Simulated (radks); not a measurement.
# I⁴⁷⁺ in [He] 2p2 3p2: an all-electron calculation

Wanted: eigenvalues, radial structure and energy terms of the iodine ion I47+.

The numbers are computed with radks (a radial shooting solver on a logarithmic mesh, Libxc functionals) version 1 (scalar-relativistic Kohn-Sham, LDA (Slater exchange, Perdew-Wang correlation), spin-unpolarised, spherical densities, finite nucleus), except any that are marked as measured or tabulated.

### 1 What is computed

* element: iodine (Z = 53)
* charge: +47
* electrons: 6
* configuration: [He] 2p2 3p2
* nuclear rms radius: 4.75 fm

Outer shells as boxes (Hund's rule):

I⁴⁷⁺
```
[He] core
2p [↑ ][↑ ][  ]
3p [↑ ][↑ ][  ]
```

### 2 The run

The run's settings:

```text
Z 53
configuration [He] 2p2 3p2
relativity scalar-relativistic
functional lda,pw
spin unpolarised
nucleus finite rms 4.75 fm
c 137.035999084
```

On the command line:

```bash
> python run_ks.py task.json out
```

The same process makes all the runs of this session.

What does the calculation give?

As calculated:

| quantity | value |
| --- | --- |
| total energy | -3813.46391 hartree |
| exchange-correlation share of it | 1.21 % |
| −T/E | 1.0695 |
| highest occupied level | 3p, -3635.1 eV |
| most extended occupied level | 3p, <r> = 0.246 bohr |
| radius at density 0.001 e/bohr³ | 0.680 bohr |
| maxima of the radial density | 2 |

3 principal shells are occupied and 2 maxima appear in the radial density; where shells overlap, one shows as a shoulder or not at all. −T/E is 1.069: with relativity the kinetic term as defined here no longer equals −E. This is not the tabulated ground configuration, so its levels and sizes aren't those of the ground state, and no measured value stands beside it.
